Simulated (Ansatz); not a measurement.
# EuBrO: the cost of one run

Method: DFT r²SCAN+U (U = 4 eV, J = 0.7 eV on Eu f), plane waves, PAW, no spin–orbit coupling unless a run says so, in Ansatz 0.2.0.

### 1 The starting structure

It takes space group P4/nmm (No. 129, tetragonal). The conventional cell has a = 4.121 Å, b = 4.121 Å, c = 7.266 Å, α = 90.00°, β = 90.00°, γ = 90.00°. Eu (site symmetry 4mm) is surrounded by 4 O at 2.55 Å and 5 Br at 3.10 to 3.23 Å. Around O (site symmetry -4m2) lie 4 Eu at 2.55 Å. Br (site symmetry 4mm) has 5 Eu at 3.10 to 3.23 Å in its first shell of neighbours.

Coordinates:

```cif
data_structure
_symmetry_space_group_name_H-M 'P4/nmm:1'
_symmetry_Int_Tables_number 129
_cell_length_a 4.1213
_cell_length_b 4.1213
_cell_length_c 7.2659
_cell_angle_alpha 90.000
_cell_angle_beta 90.000
_cell_angle_gamma 90.000
_cell_volume 123.41
loop_
_atom_site_label
_atom_site_type_symbol
_atom_site_symmetry_multiplicity
_atom_site_Wyckoff_symbol
_atom_site_fract_x
_atom_site_fract_y
_atom_site_fract_z
_atom_site_occupancy
Eu1 Eu 2 c 0.50000 0.00000 0.20580 1
O1 O 2 a 0.00000 0.00000 0.00000 1
Br1 Br 2 c 0.50000 0.00000 0.64970 1
```

Magnetic order typed: ferromagnetic.

### 2 From atoms, symmetry kept, no search

input.yaml

```yaml
crystal:
  lattice:
    - [4.12130988, 0.0, 0.0]
    - [0.0, 4.12130988, 0.0]
    - [0.0, 0.0, 7.2659395]
  atoms:
    - { symbol: Eu, position: [0.5, 0.0, 0.2058], spin: 6.0 }
    - { symbol: Eu, position: [0.0, 0.5, 0.7942], spin: 6.0 }
    - { symbol: O, position: [0.0, 0.0, 0.0] }
    - { symbol: O, position: [0.5, 0.5, 0.0] }
    - { symbol: Br, position: [0.5, 0.0, 0.6497] }
    - { symbol: Br, position: [0.0, 0.5, 0.3503] }
basis:
  ecutwfc: 500
  ecutrho_ratio: 4
kpoints:
  mp_grid: { grid: [5, 5, 3] }
hamiltonian:
  xc: r2scan
  hubbard:
    sites:
      - { site: 0, l: f, u: 4.0, j: 0.7 }
      - { site: 1, l: f, u: 4.0, j: 0.7 }
scf:
  occupations: { method: gaussian, width: 0.05 }
  lower_state_search: "off"
  max_iter: 150
output:
  forces: true
  stress: true
  eigenvalues: true
  populations: true
  hubbard: { sites: [{ site: 0, l: f }, { site: 1, l: f }] }
magnetization:
  spin_polarized: true
```

Command:

```
$ ansatz run input.yaml --threads 8 --pin off --max-ram 12288MiB --backend cpu --events-out ev --progress --plain --runs-dir out
```

Q: Estimate wall time and peak memory on 8 threads of Arm Neoverse V2, shared host.

About 13 s, with a peak of 0.95 GiB.
